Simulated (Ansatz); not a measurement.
# AlSbH3F: how energies converge with the basis set

How large a basis does AlSbH3F need? Two functionals are run in growing sets.

Program: Ansatz 0.2.0, Gaussian basis. Level of theory: one geometry, several basis sets. These are calculated values, not measurements.

Levels to be run: PBE0-D4/def2-SVP; ωB97M-V/def2-SVP; PBE0-D4/def2-QZVPP; ωB97M-V/def2-QZVPP; the functionals' def2-TZVPP values are taken from earlier runs.

**1. Structure used throughout**

An earlier PBE0-D4/def2-TZVP relaxation fixed the geometry. Sb takes the def2 core potential; no spin-orbit term is included.

SMILES `[F][SbH][AlH2]`, 6 atoms, charge 0, spin multiplicity 1.

Atoms are counted from 1 here; the program's logs count them from 0.

Bond lengths: F1–Sb2 1.936 Å, Sb2–Al3 2.679 Å, Sb2–H4 1.724 Å, Al3–H5 1.590 Å, Al3–H6 1.584 Å. Angles: F1–Sb2–Al3 94.4°, F1–Sb2–H4 94.2°, Al3–Sb2–H4 84.3°, Sb2–Al3–H5 117.5°, Sb2–Al3–H6 121.3°, H5–Al3–H6 121.3°.

Coordinates:

```xyz
6
charge 0, multiplicity 1
F    -1.2286   -1.6183    1.3014
Sb    0.1358   -1.6586   -0.0711
Al    0.5938    0.9794    0.0187
H    -0.9532   -1.2518   -1.3438
H     1.4792    1.6104   -1.1417
H     0.0152    1.8748    1.1905
```

**2. PBE0-D4 in def2-SVP**

Input file in.yaml:

```yaml
crystal:
  periodic: [false, false, false]
  atoms:
    - {symbol: F, position_ang: [-1.228610, -1.618287, 1.301369]}
    - {symbol: Sb, position_ang: [0.135751, -1.658552, -0.071083]}
    - {symbol: Al, position_ang: [0.593825, 0.979434, 0.018682]}
    - {symbol: H, position_ang: [-0.953218, -1.251839, -1.343845]}
    - {symbol: H, position_ang: [1.479200, 1.610393, -1.141743]}
    - {symbol: H, position_ang: [0.015151, 1.874752, 1.190520]}
basis:
  gaussian: {orbitals: def2-SVP}
hamiltonian: {xc: pbe0, dispersion: d4}
output: {orbitals: {seedname: orbitals}}
```

The run is started by

```
> ansatz run in.yaml --threads 2 --pin off --events-out ev --progress --plain --max-ram 4352MiB
```

After this run come: ωB97M-V in def2-SVP; PBE0-D4 in def2-QZVPP; ωB97M-V in def2-QZVPP.

Q: Predict the results of all the runs planned. Wanted: PBE0-D4: double and triple zeta above quadruple; ωB97M-V: double and triple zeta above quadruple.

The runs gave:

| quantity | value |
| --- | --- |
| PBE0-D4: double and triple zeta above quadruple | 6.68, 0.44 eV |
| ωB97M-V: double and triple zeta above quadruple | 6.81, 0.44 eV |

**Reading.** PBE0-D4 gains 6.24 eV from double to triple zeta, then 0.44 eV more. These are total energies; as a rule much of such shifts cancels in differences, which this series doesn't test.
